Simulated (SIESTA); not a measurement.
# Zr: band structure with PBE

The system is Zr, a slab with vacuum.

```
Zr
1.0
     3.23200    0.00000    0.00000
    -1.61600    2.79899    0.00000
     0.00000    0.00000   25.29400
Zr
5
Direct
  0.33333 0.66667 0.29651
  0.66667 0.33333 0.39826
  0.33333 0.66667 0.50000
  0.66667 0.33333 0.60174
  0.33333 0.66667 0.70349
```

The slab is cut from a database's or a generator's crystal, which needn't be the stable form of the element.

- Program: SIESTA 5.4.2
- Task: band structure
- Functional: PBE
- Potentials or basis: PseudoDojo 0.4 standard (PBE files)
- Basis: DZP (energy shift 0.003 Ry; two zetas on semicore shells)
- Grid cutoff: 800 Ry
- Energy shift: 0.003 Ry
- k mesh: 9 × 9 × 1
- Occupations: fermi-dirac, width 0.05 eV
- Spin: no spin polarisation
- dipole correction: yes

The largest force is 0.613 eV/Å. The band gap on the k mesh is none (metal or under the smearing width) and the work function is 3.96 eV.

Forces in eV/Å, atoms in the order of the input:
```
Zr   0.000  0.000  0.406
Zr   0.000  0.000 -0.613
Zr   0.000  0.000  0.000
Zr   0.000  0.000  0.613
Zr   0.000  0.000 -0.406
```

Stress tensor (GPa, compression positive):
```
-1.20  0.00  0.00
 0.00 -1.20  0.00
 0.00  0.00 -0.71
```

Levels at the corners of the path, in eV from the Fermi level:
```csv
point,band 28,band 29,band 30,band 31,band 32,band 33
Γ,0.42,0.48,0.75,0.75,0.79,0.79
M,-1.05,-0.92,0.11,0.60,0.77,1.23
K,-0.80,-0.80,-0.03,0.04,0.10,0.11
Γ,0.42,0.48,0.75,0.75,0.79,0.79
A,0.42,0.48,0.75,0.75,0.79,0.79
L,-1.05,-0.92,0.11,0.60,0.77,1.23
H,-0.80,-0.80,-0.03,0.04,0.10,0.11
A,0.42,0.48,0.75,0.75,0.79,0.79
L,-1.05,-0.92,0.11,0.60,0.77,1.23
M,-1.05,-0.92,0.11,0.60,0.77,1.23
K,-0.80,-0.80,-0.03,0.04,0.10,0.11
H,-0.80,-0.80,-0.03,0.04,0.10,0.11
```

Run time: 3.9 min on 1 thread of Arm Neoverse V1 (shared host), peak memory 0.66 GiB.

Caveat: the basis of atomic orbitals isn't converged, which shifts pressures, moduli and gaps.
